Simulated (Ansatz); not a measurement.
**CH7OSi2 radical: basis-set convergence**

An exercise on one series of results from a longer session: the logs are not shown, and one member is left open.

Method: one geometry, several basis sets; program: Ansatz 0.2.0, Gaussian basis.

Levels to be run: PBE0-D4/def2-SVP; ωB97M-V/def2-SVP; PBE0-D4/def2-QZVPP; ωB97M-V/def2-QZVPP; CCSD(T)/cc-pV(D+d)Z; CCSD(T)/cc-pV(T+d)Z; MP2/cc-pV(Q+d)Z; the functionals' def2-TZVPP values are taken from earlier runs.

### The relaxed structure

An earlier PBE0-D4 in a triple-zeta def2 set relaxation fixed the geometry.

SMILES `CO[SiH][SiH3]`, 11 atoms, charge 0, spin multiplicity 2.

Atoms are counted from 1 here; the program's logs count them from 0.

Bond lengths: C1–O2 1.409 Å, C1–H5 1.096 Å, C1–H6 1.095 Å, C1–H7 1.091 Å, O2–Si3 1.649 Å, Si3–Si4 2.335 Å, Si3–H8 1.501 Å, Si4–H9 1.486 Å, Si4–H10 1.490 Å, Si4–H11 1.488 Å. Angles: O2–C1–H5 111.6°, O2–C1–H6 110.8°, O2–C1–H7 108.3°, H5–C1–H6 108.7°, H5–C1–H7 108.7°, H6–C1–H7 108.6°, C1–O2–Si3 124.3°, O2–Si3–Si4 108.5°, O2–Si3–H8 108.7°, Si4–Si3–H8 113.7°, Si3–Si4–H9 109.5°, Si3–Si4–H10 113.5°, Si3–Si4–H11 107.4°, H9–Si4–H10 108.6°, H9–Si4–H11 108.9°, H10–Si4–H11 108.9°.

As a file:

```xyz
11

C     0.4717    2.2024   -0.2212
O    -0.0320    0.9819    0.2708
Si   -0.4471   -0.3022   -0.6771
Si   -0.5392   -2.2134    0.6616
H     1.1817    2.0447   -1.0412
H    -0.3407    2.8435   -0.5784
H     0.9866    2.7138    0.5940
H     0.5354   -0.4031   -1.8078
H    -1.6044   -2.0501    1.6853
H     0.7447   -2.5154    1.3549
H    -0.8914   -3.3590   -0.2206
```

The first run:

File in.yaml:

```yaml
crystal:
  periodic: [false, false, false]
  atoms:
    - {symbol: C, position_ang: [0.471696, 2.202439, -0.221220]}
    - {symbol: O, position_ang: [-0.032028, 0.981857, 0.270834]}
    - {symbol: Si, position_ang: [-0.447134, -0.302187, -0.677129]}
    - {symbol: Si, position_ang: [-0.539153, -2.213427, 0.661614]}
    - {symbol: H, position_ang: [1.181697, 2.044735, -1.041207]}
    - {symbol: H, position_ang: [-0.340665, 2.843505, -0.578351]}
    - {symbol: H, position_ang: [0.986604, 2.713779, 0.594046]}
    - {symbol: H, position_ang: [0.535432, -0.403147, -1.807805]}
    - {symbol: H, position_ang: [-1.604426, -2.050145, 1.685288]}
    - {symbol: H, position_ang: [0.744749, -2.515421, 1.354932]}
    - {symbol: H, position_ang: [-0.891369, -3.358988, -0.220602]}
basis:
  gaussian: {orbitals: def2-SVP}
magnetization: {spin_polarized: true, initial_magnetization: 1}
hamiltonian: {xc: pbe0, dispersion: d4}
output: {orbitals: {seedname: orbitals}}
```

On the command line:

```
$ ansatz run in.yaml --threads 2 --pin off --events-out ev --progress --plain --max-ram 22528MiB --backend cpu
```

Steps of the session up to this table: PBE0-D4 in def2-SVP; ωB97M-V in def2-SVP; PBE0-D4 in def2-QZVPP; ωB97M-V in def2-QZVPP.

One of the session's tables, all rows but one given; the rest of the session is left out.

It belongs to the step «Density functionals: the series». 

| functional | basis | HOMO (eV) | LUMO (eV) |
| --- | --- | --- | --- |
| PBE0-D4 | def2-SVP | ? | ? |
| PBE0-D4 | def2-TZVPP | -5.61 | -2.21 |
| PBE0-D4 | def2-QZVPP | -5.64 | -2.25 |
| ωB97M-V | def2-SVP | -7.24 | -0.47 |
| ωB97M-V | def2-TZVPP | -7.34 | -0.61 |
| ωB97M-V | def2-QZVPP | -7.37 | -0.70 |

Estimate the missing values for PBE0-D4, def2-SVP.

As computed: HOMO (eV): -5.54; LUMO (eV): -2.16. In the column «HOMO (eV)» it is the highest.
